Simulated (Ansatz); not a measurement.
# TaSi2: further runs on the relaxed cell

An exercise on one series of results from a longer session: the logs are not shown, and one member is left open.

The COD entry's cell or inner coordinates are ideal or old and differ from later refinements, so a difference from it is no clean test against experiment.

Program: Ansatz 0.2.0. Level of theory: DFT PBEsol, scalar-relativistic, plane waves, PAW. These are calculated values, not measurements.

2 further runs of the same task are left out: 2 set aside as unsound or not needed.

### The system as given

The structure is hexagonal, space group P6_222 (No. 180). The conventional cell has a = 4.761 Å, b = 4.761 Å, c = 6.556 Å, α = 90.00°, β = 90.00°, γ = 120.00°. Ta (site symmetry 222) is surrounded by 10 Si at 2.60 to 2.81 Å. Si (site symmetry 2) is surrounded by 5 Si at 2.55 to 2.81 Å and 5 Ta at 2.60 to 2.81 Å.

Coordinates:

```cif
data_structure
_symmetry_space_group_name_H-M 'P6_222'
_symmetry_Int_Tables_number 180
_cell_length_a 4.7609
_cell_length_b 4.7609
_cell_length_c 6.5558
_cell_angle_alpha 90.000
_cell_angle_beta 90.000
_cell_angle_gamma 120.000
_cell_volume 128.68
loop_
_atom_site_label
_atom_site_type_symbol
_atom_site_symmetry_multiplicity
_atom_site_Wyckoff_symbol
_atom_site_fract_x
_atom_site_fract_y
_atom_site_fract_z
_atom_site_occupancy
Ta1 Ta 3 d 0.50000 0.00000 0.50000 1
Si1 Si 6 j 0.15927 0.31854 0.50000 1
```

It is the result of an earlier relaxation at this level (volume 14.30 Å³/atom; gap on the mesh: none (metal)).

Set-up of the first run:

input.yaml reads:

```yaml
crystal:
  lattice:
    - [4.7608595426, 0.0, 0.0]
    - [-2.3804297713, 4.1230253078, 0.0]
    - [0.0, 0.0, 6.5557841094]
  atoms:
    - { symbol: Ta, position: [0.5, 0.0, 0.5] }
    - { symbol: Ta, position: [0.5, 0.5, 0.8333333333] }
    - { symbol: Ta, position: [0.0, 0.5, 0.1666666667] }
    - { symbol: Si, position: [0.1592675421, 0.3185350843, 0.5] }
    - { symbol: Si, position: [0.8407324579, 0.1592675421, 0.8333333333] }
    - { symbol: Si, position: [0.6814649157, 0.8407324579, 0.1666666667] }
    - { symbol: Si, position: [0.8407324579, 0.6814649157, 0.5] }
    - { symbol: Si, position: [0.1592675421, 0.8407324579, 0.8333333333] }
    - { symbol: Si, position: [0.3185350843, 0.1592675421, 0.1666666667] }
basis:
  ecutwfc: 420
kpoints:
  mp_grid: { grid: [12, 12, 6] }
  band_path:
    path:
      - [[0.0, 0.0, 0.0], [0.5, 0.0, 0.0], [0.33333333, 0.33333333, 0.0], [0.0, 0.0, 0.0], [0.0, 0.0, 0.5], [0.5, 0.0, 0.5], [0.33333333, 0.33333333, 0.5], [0.0, 0.0, 0.5]]
      - [[0.5, 0.0, 0.5], [0.5, 0.0, 0.0]]
      - [[0.33333333, 0.33333333, 0.5], [0.33333333, 0.33333333, 0.0]]
    npoints: 14
hamiltonian:
  xc: pbesol
scf:
  occupations: { method: gaussian, width: 0.1 }
  n_extra_bands: 22
output:
  forces: true
  stress: true
  eigenvalues: true
  populations: true
  dos: { projected: true, de: 0.02, nscf_kmesh: { grid: [18, 18, 9] } }
  bader: true
  write_density: true
  write_potential: true
  elf: true
  volumetric_format: npy
```

The run is started by

```
ansatz run input.yaml --threads 2 --pin off --max-ram 5120MiB --backend cpu --events-out ev --progress --plain --runs-dir out
```

Steps of the session up to this table: Electronic structure at the relaxed geometry; The cell scaled to 0.97 of its volume; Point at V/V0 = 1.03; Point at V/V0 = 0.94; Point at V/V0 = 1.06.

One table of the session follows, with a row left open; its other results are not shown here.

It belongs to the step «Energy against volume». 

| volume (Å³/atom) | energy above the lowest point (meV/atom) | pressure (GPa) |
| --- | --- | --- |
| 13.440 | 35.1 | 13.82 |
| 13.869 | 8.3 | 6.37 |
| 14.298 | 0.0 | 0.01 |
| 14.727 | ? | ? |
| 15.156 | 28.3 | -10.01 |

Estimate the missing values for volume (Å³/atom) = 14.727.

Worked estimate for «energy above the lowest point (meV/atom)». A straight line through the neighbours (14.298, 0.0) and (15.156, 28.3) gives 0.0 + (28.3 − 0.0) × (14.727 − 14.298) / (15.156 − 14.298) = 14.2; a parabola fitted to 3 rows on both sides gives 6.7.

The run gave: energy above the lowest point (meV/atom): 7.4; pressure (GPa): -5.41. In «energy above the lowest point (meV/atom)» the line misses by +6.8 and the parabola by -0.7.
